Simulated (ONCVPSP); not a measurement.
# Mg: the cost of one run

The numbers are computed with ONCVPSP 4.0.1.1 (patched build) (PBEsol, scalar-relativistic, spin-unpolarised reference atom).

**1. Settings**

Typed settings, in words:

* element: magnesium (Mg, Z = 12)
* type: optimised norm-conserving Vanderbilt (ONCV)
* frozen core: [He]
* valence charge: 10
* reference configuration: 2s2 2p6 3s2
* partial waves: 2s+3s: rc 1.00 bohr, ncon 5, nbas 10, qcut 10.5 1/bohr, 2 projectors; 2p: rc 0.85 bohr, ncon 5, nbas 9, qcut 12.8 1/bohr, 2 projectors, debl 1.7 Ha; d scattering state at 0.32 Ha: rc 0.80 bohr, ncon 4, nbas 7, qcut 11.9 1/bohr, 2 projectors, debl 2.2 Ha
* local potential: polynomial inside 0.55 bohr (lpopt 2, dvloc0 3 Ha)
* core correction: Teter function, fcfact 3.25, rcfact 1.5

The nodes and maxima of the atom's own shells, from an earlier all-electron run, set the scale for the radii.

All-electron outer shells of the reference configuration (PBEsol, scalar-relativistic, ld1.x):

```
shell  level (eV)  outermost node (bohr)  outermost maximum (bohr)
   1s    -1256.64                      –                      0.09
   2s      -79.59                   0.18                      0.55
   2p      -46.55                      –                      0.48
   3s       -4.68                   0.90                      2.56
   3p       -1.30                   0.96                      3.50
```

**2. The generation run**

Mg.dat reads:

```
# ATOM AND REFERENCE CONFIGURATION
# atsym  z   nc   nv     iexc    psfile
  Mg 12.00    1    3  -116133      upf
#
#   n    l    f
    1    0    2.00
    2    0    2.00
    2    1    6.00
    3    0    2.00
#
# PSEUDOPOTENTIAL AND OPTIMIZATION
# lmax
    2
#
#   l,   rc,      ep,       ncon, nbas, qcut
    0    1.00    0.00    5   10   10.50
    1    0.85    0.00    5    9   12.80
    2    0.80    0.32    4    7   11.90
#
# LOCAL POTENTIAL
# lloc, lpopt,  rc(5),   dvloc0
    4    2    0.55    3.00
#
# VANDERBILT-KLEINMAN-BYLANDER PROJECTORs
# l, nproj, debl
    0    2    2.90
    1    2    1.70
    2    2    2.20
#
# MODEL CORE CHARGE
# icmod, fcfact, rcfact
    3    3.25    1.50
#
# LOG DERIVATIVE ANALYSIS
# epsh1, epsh2, depsh
   -4.00    5.00    0.02
#
# OUTPUT GRID
# rlmax, drl
    6.00    0.01
#
# TEST CONFIGURATIONS
# ncnf
    4
# nvcnf
#   n    l    f
    3
    2    0    2.00
    2    1    6.00
    3    0    1.00
#
    3
    2    0    2.00
    2    1    6.00
    3    0    0.00
#
    3
    2    0    2.00
    2    1    6.00
    3    0    1.50
#
    4
    2    0    2.00
    2    1    6.00
    3    0    1.00
    3    1    1.00
#
```

On the command line:

```bash
$ oncvpsp.x < Mg.dat > Mg.out
```

**Question.** How long does this run take on 1 thread of Intel Xeon 6975P-C, shared host?

About 3.6 s.
